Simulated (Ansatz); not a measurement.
# AlF2H3O2: the cost of one run

Method: RKS PBE0-D4/6-31G*, in Ansatz 0.2.0.

### Step 1. Starting point

Bond lengths: Al1–O2 2.130 Å, O2–H3 1.010 Å, Al1–O4 1.780 Å, O4–H5 1.010 Å, Al1–F6 1.690 Å, Al1–F7 1.990 Å. Angles: Al1–O2–H3 109.5°, O2–Al1–O4 120.0°, O2–Al1–F6 120.0°, O2–Al1–F7 71.6°, O4–Al1–F6 120.0°, O4–Al1–F7 96.8°, F6–Al1–F7 101.3°, Al1–O4–H5 109.5°.

Coordinates:

```xyz
8

Al    0.0000    0.0000    0.0000
O     0.0000    0.0000    2.1300
H    -0.9095   -0.2814    2.4671
O     1.5415    0.0000   -0.8900
H     1.8414   -0.9519   -1.0449
F    -1.4635    0.0000   -0.8450
F     0.0892    1.8864    0.6275
H     0.0593    1.2535    1.7062
```

### Step 2. Pulling towards end A

Springs on the bonds that form and break draw the guess towards this end; the thresholds are loose.

input.yaml

```yaml
crystal:
  periodic: [false, false, false]
  atoms:
    - { symbol: Al, position_ang: [0.0, 0.0, 0.0] }
    - { symbol: O, position_ang: [0.0, 0.0, 2.13] }
    - { symbol: H, position_ang: [-0.9095, -0.2814, 2.4671] }
    - { symbol: O, position_ang: [1.5415, 0.0, -0.89] }
    - { symbol: H, position_ang: [1.8414, -0.9519, -1.0449] }
    - { symbol: F, position_ang: [-1.4635, 0.0, -0.845] }
    - { symbol: F, position_ang: [0.0892, 1.8864, 0.6275] }
    - { symbol: H, position_ang: [0.0593, 1.2535, 1.7062] }
basis:
  gaussian: { orbitals: "6-31G*" }
hamiltonian:
  xc: pbe0
  dispersion: d4
relax:
  f_tol: 0.15
  max_steps: 25
  restrain:
    - { distance: [0, 6], at: 2.89, k: 30.0 }
    - { distance: [7, 1], at: 2.21, k: 30.0 }
    - { distance: [0, 1], at: 1.78, k: 30.0 }
    - { distance: [7, 6], at: 0.92, k: 30.0 }
output:
  orbitals: {}
```

Command:

```console
$ ansatz run input.yaml --threads 2 --pin off --max-ram 3072MiB --backend cpu --events-out ev --progress --plain --runs-dir out
```

Q: Estimate wall time and peak memory on 2 threads of AMD EPYC 9B45 (Zen 5), shared host.

About 12 s, with a peak of 0.18 GiB.
